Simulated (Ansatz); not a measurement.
# FHOS2W: how energies converge with the basis set

An exercise on one series of results from a longer session: the logs are not shown, and one member is left open.

The runs use Ansatz 0.2.0, Gaussian basis; one geometry, several basis sets.

The runs, in order: PBE0-D4/def2-SVP; ωB97M-V/def2-SVP; PBE0-D4/def2-QZVPP; ωB97M-V/def2-QZVPP; the functionals' def2-TZVPP values are taken from earlier runs.

## The relaxed structure

An earlier PBE0-D4 in a triple-zeta def2 set relaxation fixed the geometry. W takes the def2 core potential; no spin-orbit term is included.

SMILES `[OH][W]([F])(=[S])=[S]`, 6 atoms, charge 0, spin multiplicity 1.

Atoms are counted from 1 here; the program's logs count them from 0.

Bond lengths: O1–W2 1.862 Å, O1–H6 0.962 Å, W2–F3 1.849 Å, W2–S4 2.118 Å, W2–S5 2.119 Å. Angles: W2–O1–H6 123.6°, O1–W2–F3 111.2°, O1–W2–S4 109.6°, O1–W2–S5 108.1°, F3–W2–S4 109.4°, F3–W2–S5 109.5°, S4–W2–S5 109.1°.

Set-up of the first run:

The input, in.yaml:

```yaml
crystal:
  periodic: [false, false, false]
  atoms:
    - {symbol: O, position_ang: [-0.741083, 0.824805, -1.003159]}
    - {symbol: W, position_ang: [0.191435, -0.060679, 0.343420]}
    - {symbol: F, position_ang: [-0.708332, 0.036888, 1.955526]}
    - {symbol: S, position_ang: [0.452917, -2.092447, -0.192821]}
    - {symbol: S, position_ang: [2.093078, 0.853817, 0.537113]}
    - {symbol: H, position_ang: [-1.245914, 0.373617, -1.686178]}
basis:
  gaussian: {orbitals: def2-SVP}
hamiltonian: {xc: pbe0, dispersion: d4}
output: {orbitals: {seedname: orbitals}}
```

Run with:

```
$ ansatz run in.yaml --threads 4 --pin off --events-out ev --progress --plain --max-ram 10444MiB
```

Steps of the session up to this table: PBE0-D4 in def2-SVP; ωB97M-V in def2-SVP; PBE0-D4 in def2-QZVPP; ωB97M-V in def2-QZVPP.

One of the session's tables, all rows but one given; the rest of the session is left out.

It belongs to the step «Density functionals: the series». 

| functional | basis | HOMO (eV) | LUMO (eV) |
| --- | --- | --- | --- |
| PBE0-D4 | def2-SVP | ? | ? |
| PBE0-D4 | def2-TZVPP | -7.51 | -2.85 |
| PBE0-D4 | def2-QZVPP | -7.52 | -2.87 |
| ωB97M-V | def2-SVP | -9.47 | -0.79 |
| ωB97M-V | def2-TZVPP | -9.46 | -0.82 |
| ωB97M-V | def2-QZVPP | -9.48 | -0.88 |

Q: Estimate the row for PBE0-D4, def2-SVP from the others.

**Answer.** HOMO (eV): -7.55; LUMO (eV): -2.87. In the column «HOMO (eV)» it lies between ωB97M-V, def2-TZVPP (-9.46) and PBE0-D4, def2-QZVPP (-7.52).
